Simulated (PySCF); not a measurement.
# CH9AsBN: the cost of one run

Computed with PySCF 2.14.0, with density-fitted response routines of our own, on a single molecule in the gas phase. Atoms count from 0, in the outputs and in this text.

**1. The molecule as given**

13 atoms, charge 0, multiplicity 1; geometry from: GFN2-xTB. The atoms were then displaced at random by about 0.01 Å, so the start is not that level's minimum.

Bonds of the start (Å): C0–N1 1.41, N1–B2 1.38, C0–H4 1.10, C0–H5 1.11, C0–H6 1.10, N1–H7 1.01, B2–H8 1.14, B2–H9 1.19, As3–H10 1.48, As3–H11 1.48, As3–H12 1.46.

**2. Geometry optimisation at PBE0-D3(BJ)/def2-SVP**

What the job is given:

```
{"job": {"xc": "PBE0", "basis": "def2-SVP", "d3": "d3bj", "grid": 1, "shake": 0.01, "kind": "geom"}, "charge": 0, "multiplicity": 1}
C     -1.604400     0.564360    -0.222050
N     -0.828520    -0.607520    -0.096730
B     -0.461120    -1.476410    -1.099970
As     1.948740     0.839260     0.803280
H     -1.086880     1.460790     0.140870
H     -2.562990     0.502310     0.332770
H     -1.850000     0.747370    -1.275910
H     -0.592060    -0.800280     0.868810
H     -0.755740    -1.247380    -2.179160
H      0.185030    -2.421430    -0.789380
H      1.801550     1.318980    -0.592690
H      3.262640     1.498950     0.926320
H      2.549580    -0.395870     0.312250
```

Launch:

```
$ OMP_NUM_THREADS=1 python probes_run.py task.json out
```

The driver reads the jobs from task.json and runs them one after another.

**Question.** How long does this first job take on 1 thread of Arm Neoverse N1, shared host, and how much memory does it need?

About 46 s, with a peak of 0.51 GiB.
